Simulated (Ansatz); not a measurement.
# ClGeHI: the cost of one run

Program: the Python package of Ansatz 0.2.0. Level of theory: PBE0/def2-SVP. These are calculated values, not measurements.

### 1 The structure

Bond lengths: Cl1–Ge2 2.115 Å, Ge2–I3 2.518 Å, Ge2–H4 1.583 Å. Angles: Cl1–Ge2–I3 107.7°, Cl1–Ge2–H4 112.9°, I3–Ge2–H4 108.9°.

The script holds or builds the structure itself.

### 2 The code

File scan_clgehi.py:

```python
"""Potential curve of ClGeHI along one bond."""

import ansatz as az
import matplotlib.pyplot as plt
import numpy as np

GEOMETRY = """
Cl   -1.92000    0.11100   -0.50290
Ge    0.19080    0.24040   -0.46250
I     1.06890   -1.88480    0.56380
H     0.71580    1.47320    0.38120
"""

system = az.Crystal.molecule()
for line in GEOMETRY.strip().splitlines():
    symbol, *xyz = line.split()
    system = system.atom(symbol, [float(v) for v in xyz])

symbols = [site.symbol for site in system.cartesian_sites]
start = np.array([site.position_ang for site in system.cartesian_sites])
axis = (start[2] - start[1]) / np.linalg.norm(start[2] - start[1])
moving = [2]
lengths, energies = [2.216, 2.317, 2.417, 2.518, 2.619, 2.72, 2.82, 2.971], []
for length in lengths:
    xyz = start.copy()
    xyz[moving] += (length - np.linalg.norm(start[2] - start[1])) * axis
    point = az.Crystal.molecule()
    for symbol, place in zip(symbols, xyz):
        point = point.atom(symbol, place.tolist())
    model = (
        point.calculation()
        .basis(gaussian="def2-SVP")
        .functional("pbe0")
        .spin("collinear", total=1)
    )
    data = model.run(threads=1).report
    energies.append(data["free_energy_ev"])
    print(f"r = {length:6.3f} A  E = {energies[-1]:.5f} eV  <S^2> = {abs(data['mean_field']['state']['spin_squared']):.3f}")

# quartic fit about the minimum
fit = np.polynomial.Polynomial.fit(lengths, np.array(energies) - min(energies), 4).convert()
roots = [r.real for r in fit.deriv().roots() if abs(r.imag) < 1e-9 and fit.deriv(2)(r.real) > 0]
r_e = min(roots, key=lambda r: abs(r - lengths[int(np.argmin(energies))]))
print(f"minimum of the fit at {r_e:.4f} A, force constant {fit.deriv(2)(r_e):.2f} eV/A^2")
plt.figure(figsize=(4.5, 3))
plt.plot(lengths, np.array(energies) - min(energies), "o-")
plt.xlabel("bond length (A)")
plt.ylabel("E - E(min) (eV)")
plt.tight_layout()
plt.savefig("scan.png", dpi=100)
```

### 3 What the engine is handed

The package turns the script's settings into the engine's input (first run):

```yaml
crystal:
  periodic: [false, false, false]
  atoms:
    - { symbol: Cl, position_ang: [-1.92, 0.111, -0.5029] }
    - { symbol: Ge, position_ang: [0.1908, 0.2404, -0.4625] }
    - { symbol: I, position_ang: [0.9635531848887937, -1.6298369531097419, 0.44067343543032567] }
    - { symbol: H, position_ang: [0.7158, 1.4732, 0.3812] }
basis:
  gaussian:
    orbitals: def2-SVP
hamiltonian:
  xc: pbe0
magnetization:
  spin_polarized: true
  initial_magnetization: 1.0
```

### 4 The run

The run is started by

```
python scan_clgehi.py
```

Q: Estimate wall time and peak memory on 1 thread of Arm Neoverse V1, shared host.

About 48 s, with a peak of 0.36 GiB.
